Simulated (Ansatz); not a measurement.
**Pt (diamond type): a single-point run**

Wanted: a converged single-point run for Pt (diamond type), and a check of what comes out. The structure is shown as the input types it.

Computed with Ansatz 0.2.0 (Kohn-Sham DFT, with the functional, basis and potentials that each input names (as first typed), unless a step's input says otherwise).

## Step 1: Starting point

The structure is cubic, space group Fd-3m (No. 227). Conventional cell: a = 4.329 Å, b = 4.329 Å, c = 4.329 Å, α = 90.00°, β = 90.00°, γ = 90.00°. Pt (site symmetry -43m) has 4 Pt at 1.87 Å in its first shell of neighbours.

Coordinates:

```
Pt
1.0
     0.00000    2.16437    2.16437
     2.16437    0.00000    2.16437
     2.16437    2.16437    0.00000
Pt
2
Direct
  0.87500 0.87500 0.87500
  0.12500 0.12500 0.12500
```

## Step 2: Input and run

The input, input.yaml:

```yaml
crystal:
  lattice:
    - [0.0, 2.1643706147, 2.1643706147]
    - [2.1643706147, 0.0, 2.1643706147]
    - [2.1643706147, 2.1643706147, 0.0]
  atoms:
    - { symbol: Pt, position: [-0.125, -0.125, -0.125] }
    - { symbol: Pt, position: [0.125, 0.125, 0.125] }
kpoints:
  mp_grid: { grid: [12, 12, 12] }
scf:
  occupations: { method: fermi_dirac, width: 0.1 }
  max_iter: 50
hamiltonian:
  xc: lda
  pseudopotentials: { kind: nc }
output:
  forces: true
  stress: true
  eigenvalues: true
  populations: true
magnetization:
  spin_polarized: true
  spin_orbit: true
```

On the command line:

```
> ansatz run input.yaml --threads 1 --pin off --max-ram 2048MiB --backend cpu --events-out ev --progress --plain --runs-dir out
```

Q: Will this input give a usable result? If not, why, and what should change?

The run ended at the input check. Its message: «2 input errors — fix all and re-run 1. inconsistent input (magnetization.spin_orbit, magnetization.noncollinear): true requires noncollinear: true — spin–orbit coupling acts on 2-spinor wavefunctions; set both flags»

Look at the input: magnetization.spin_orbit is true. Spin-orbit coupling needs two-component spinors and fully relativistic potentials, and the input doesn't provide both.

Remedy: delete magnetization.spin_orbit (the default then holds).
